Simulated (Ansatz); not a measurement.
**FH2InSe: ionisation energy by level of theory**

An exercise on one series of results from a longer session: the logs are not shown, and one member is left open.

Method: unrestricted cation, the program's frozen cores in correlated methods; program: Ansatz 0.2.0, Gaussian basis.

Plan: UKS PBE-D4/def2-TZVPP; UKS r2SCAN-D4/def2-TZVPP; UKS PBE0-D4/def2-TZVPP; UKS B3LYP-D4/def2-TZVPP; UKS wB97X-V/def2-TZVPP; UKS wB97M-V/def2-TZVPP; UKS B2PLYP/def2-TZVPP; UHF-CCSD(T)/def2-TZVPP; UHF-CCSD(T)/def2-QZVPP; extrapolation to the limit; then −ε(HOMO) from the neutral's earlier runs with LDA (SPW92), PBE-D4, revPBE-D4, BLYP-D4, r2SCAN-D4, B97M-V, PBE0-D4, B3LYP-D4, r2SCANh-D4, r2SCAN0-D4, HSE06-D4, BHLYP-D4, CAM-B3LYP-D4, LC-ωPBE, ωB97X-V, ωB97M-V.

### The relaxed structure

The geometry comes from an earlier relaxation with PBE0-D4 in a triple-zeta def2 set; it is a stationary point. In takes the def2 core potential; no spin-orbit term is included.

SMILES `[F][InH][SeH]`, 5 atoms, charge 0, spin multiplicity 1.

Atoms are counted from 1 here; the program's logs count them from 0.

Bond lengths: F1–In2 1.954 Å, In2–Se3 2.480 Å, In2–H4 1.698 Å, Se3–H5 1.470 Å. Angles: F1–In2–Se3 108.8°, F1–In2–H4 117.1°, Se3–In2–H4 134.1°, In2–Se3–H5 89.6°.

The first run:

in.yaml

```yaml
crystal:
  periodic: [false, false, false]
  atoms:
    - {symbol: F, position_ang: [-1.032665, -1.218736, 1.033775]}
    - {symbol: In, position_ang: [-0.590106, -0.046274, -0.465555]}
    - {symbol: Se, position_ang: [1.665529, 0.912839, -0.090195]}
    - {symbol: H, position_ang: [-1.751113, 0.108374, -1.694421]}
    - {symbol: H, position_ang: [1.758355, 0.170097, 1.174896]}
basis:
  gaussian: {orbitals: def2-TZVPP}
total_charge: 1
magnetization: {spin_polarized: true, initial_magnetization: 1}
hamiltonian: {xc: pbe, dispersion: d4}
```

Run with:

```sh
ansatz run in.yaml --threads 2 --pin off --events-out ev --progress --plain --max-ram 32768MiB --backend cpu
```

Steps of the session up to this table: Cation, UKS PBE-D4/def2-TZVPP; Cation, UKS r2SCAN-D4/def2-TZVPP; Cation, UKS PBE0-D4/def2-TZVPP; Cation, UKS B3LYP-D4/def2-TZVPP; Cation, UKS wB97X-V/def2-TZVPP; Cation, UKS wB97M-V/def2-TZVPP; Cation, UKS B2PLYP (frozen core)/def2-TZVPP; Cation, UHF-CCSD(T)/def2-TZVPP; Cation, UHF-CCSD(T)/def2-QZVPP.

One table of the session follows, with a row left open; its other results are not shown here.

For comparison, −ε(HOMO) of the neutral from earlier runs:

| functional | −ε(HOMO) (eV) |
| --- | --- |
| LDA (SPW92) | 6.57 |
| PBE-D4 | 6.40 |
| revPBE-D4 | 6.34 |
| BLYP-D4 | 6.24 |
| r2SCAN-D4 | 6.67 |
| B97M-V | 6.72 |
| PBE0-D4 | ? |
| B3LYP-D4 | 7.30 |
| r2SCANh-D4 | 7.09 |
| r2SCAN0-D4 | 7.71 |
| HSE06-D4 | 7.13 |
| BHLYP-D4 | 8.49 |
| CAM-B3LYP-D4 | 8.79 |
| LC-ωPBE | 10.12 |
| ωB97X-V | 9.78 |
| ωB97M-V | 9.65 |

Q: Estimate the row for PBE0-D4 from the others.

The run gave: −ε(HOMO) (eV): 7.52. In the column «−ε(HOMO) (eV)» it lies between B3LYP-D4 (7.30) and r2SCAN0-D4 (7.71).
